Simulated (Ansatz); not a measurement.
Molecular dynamics of Ga9As8

input.yaml

```yaml
accuracy: low
crystal:
  lattice:
    - [0.0, 5.750182, 5.750182]
    - [5.750182, 0.0, 5.750182]
    - [5.750182, 5.750182, 0.0]
  atoms:
    - { symbol: Ga, position: [-0.02308687, -0.01032701, 0.0360839] }
    - { symbol: As, position: [0.12384026, 0.11769099, 0.13865191] }
    - { symbol: Ga, position: [0.01781354, 0.00915243, 0.52235333] }
    - { symbol: As, position: [0.1089504, 0.14485516, 0.66220953] }
    - { symbol: Ga, position: [0.02161873, 0.47437493, -0.03940698] }
    - { symbol: As, position: [0.15370793, 0.62288009, 0.06402532] }
    - { symbol: Ga, position: [-0.04106613, 0.48786285, 0.44548859] }
    - { symbol: As, position: [0.0814019, 0.60505913, 0.6024288] }
    - { symbol: Ga, position: [0.54474302, -5.865e-05, -0.03396693] }
    - { symbol: As, position: [0.61659133, 0.11750549, 0.15263196] }
    - { symbol: Ga, position: [0.50519464, 0.03192713, 0.50755939] }
    - { symbol: As, position: [0.63956768, 0.16841657, 0.59544484] }
    - { symbol: Ga, position: [0.56417763, 0.47284307, 0.00041899] }
    - { symbol: As, position: [0.65473303, 0.61868627, 0.14662412] }
    - { symbol: Ga, position: [0.43950934, 0.51961505, 0.54626939] }
    - { symbol: As, position: [0.5843712, 0.64262267, 0.64930622] }
    - { symbol: Ga, position: [0.26315526, 0.72841929, 0.24369037] }
basis:
  ecutwfc: 420.0
kpoints:
  mp_grid: { grid: [2, 2, 2] }
hamiltonian:
  xc: pbe
scf:
  occupations: { method: fermi_dirac, width: 0.002 }
  lower_state_search: "off"
  max_iter: 86
md:
  timestep: 3
  n_steps: 180
  ensemble: nve
  temperature: 840.0
  initial_velocities: maxwell_boltzmann
  seed: 700190
```

Launched with:

```bash
$ ansatz run input.yaml --threads 2 --pin off --max-ram 5120MiB --backend cpu --events-out ev --progress --plain --runs-dir out
```

It goes on from the last frame of an earlier run, with new velocities.

Output, in part (step lines):

```
md step     0: t =     0.00 fs  T =   840.0 K  F+E_penalty+E_count = -72896.92130833 eV  E_kin = 1.737254 eV  conserved = -72895.18405395 eV  (15 SCF iters)
md step     1: t =     3.00 fs  T =   860.1 K  F+E_penalty+E_count = -72896.96306633 eV  E_kin = 1.778839 eV  conserved = -72895.18422754 eV  (9 SCF iters)
md step     2: t =     6.00 fs  T =   872.2 K  F+E_penalty+E_count = -72896.98824435 eV  E_kin = 1.803884 eV  conserved = -72895.18435985 eV  (15 SCF iters)
md step     3: t =     9.00 fs  T =   875.4 K  F+E_penalty+E_count = -72896.99495911 eV  E_kin = 1.810548 eV  conserved = -72895.18441096 eV  (15 SCF iters)
md step     4: t =    12.00 fs  T =   869.5 K  F+E_penalty+E_count = -72896.98260957 eV  E_kin = 1.798241 eV  conserved = -72895.18436867 eV  (11 SCF iters)
md step     5: t =    15.00 fs  T =   854.8 K  F+E_penalty+E_count = -72896.95201602 eV  E_kin = 1.767776 eV  conserved = -72895.18424009 eV  (6 SCF iters)
md step     6: t =    18.00 fs  T =   832.3 K  F+E_penalty+E_count = -72896.90535242 eV  E_kin = 1.721333 eV  conserved = -72895.18401910 eV  (5 SCF iters)
md step     7: t =    21.00 fs  T =   803.7 K  F+E_penalty+E_count = -72896.84598783 eV  E_kin = 1.662207 eV  conserved = -72895.18378119 eV  (5 SCF iters)
[... lines left out ...]
md step   179: t =   537.00 fs  T =   703.3 K  F+E_penalty+E_count = -72896.63816103 eV  E_kin = 1.454593 eV  conserved = -72895.18356767 eV  (9 SCF iters)
md step   180: t =   540.00 fs  T =   682.8 K  F+E_penalty+E_count = -72896.59601186 eV  E_kin = 1.412200 eV  conserved = -72895.18381151 eV  (8 SCF iters)
```

The steps, from the saved trajectory:

| time (fs) | T (K) | potential energy less start (eV) | conserved less start (meV/atom) |
| --- | --- | --- | --- |
| 0.0 | 840 | 0.000 | 0.00 |
| 18.0 | 832 | 0.016 | 0.00 |
| 36.0 | 633 | 0.430 | 0.08 |
| 54.0 | 571 | 0.559 | 0.08 |
| 72.0 | 648 | 0.397 | 0.03 |
| 90.0 | 671 | 0.349 | -0.02 |
| 108.0 | 563 | 0.576 | 0.12 |
| 126.0 | 724 | 0.239 | -0.01 |
| 144.0 | 801 | 0.081 | 0.00 |
| 162.0 | 668 | 0.357 | 0.06 |
| 180.0 | 575 | 0.549 | 0.08 |
| 198.0 | 600 | 0.497 | 0.07 |
| 216.0 | 712 | 0.266 | 0.05 |
| 234.0 | 802 | 0.079 | 0.03 |
| 252.0 | 769 | 0.149 | 0.08 |
| 270.0 | 783 | 0.119 | 0.09 |
| 288.0 | 861 | -0.043 | 0.01 |
| 306.0 | 775 | 0.136 | 0.06 |
| 324.0 | 665 | 0.363 | 0.08 |
| 342.0 | 615 | 0.466 | 0.05 |
| 360.0 | 546 | 0.609 | 0.07 |
| 378.0 | 517 | 0.669 | 0.08 |
| 396.0 | 546 | 0.609 | 0.07 |
| 414.0 | 647 | 0.401 | 0.09 |
| 432.0 | 806 | 0.071 | 0.02 |
| 450.0 | 821 | 0.042 | 0.07 |
| 468.0 | 823 | 0.035 | 0.04 |
| 486.0 | 720 | 0.249 | 0.02 |
| 504.0 | 565 | 0.570 | 0.14 |
| 522.0 | 697 | 0.296 | 0.00 |
| 540.0 | 683 | 0.325 | 0.01 |

All steps were run. The conserved energy stayed within 0.14 meV per atom of its start (net change 0.014 meV per atom), so the integration is sound. A run of 0.54 ps of so small a system gives no equilibrium averages. The smearing is very narrow for this mesh. Limits of this set-up: coarse k mesh, odd electron count without spin, low accuracy level.

Mean squared displacements from the first frame to the last, about the centre of mass: Ga 0.49 Å², As 0.35 Å².

Last frame:

```xyz
17
Lattice="0.0000 5.7502 5.7502 5.7502 0.0000 5.7502 5.7502 5.7502 0.0000" Properties=species:S:1:pos:R:3
Ga 0.125 -0.251 0.601
As 1.526 1.343 1.690
Ga 2.953 3.371 0.090
As 4.106 4.510 1.863
Ga 3.420 -0.031 2.655
As 4.401 1.042 4.693
Ga 5.759 2.666 2.564
As 7.186 4.732 3.996
Ga -0.243 2.712 3.040
As 1.181 4.258 4.514
Ga 2.232 5.946 3.067
As 3.920 7.387 4.369
Ga 2.836 2.864 5.576
As 4.659 4.132 6.882
Ga 5.620 5.970 5.611
As 7.218 7.069 6.899
Ga 6.347 2.620 5.151
```

Time of the run: 28 min on 2 threads of Intel(R) Xeon(R) 6975P-C (Granite Rapids), on a shared host, peak memory 1.4 GiB.
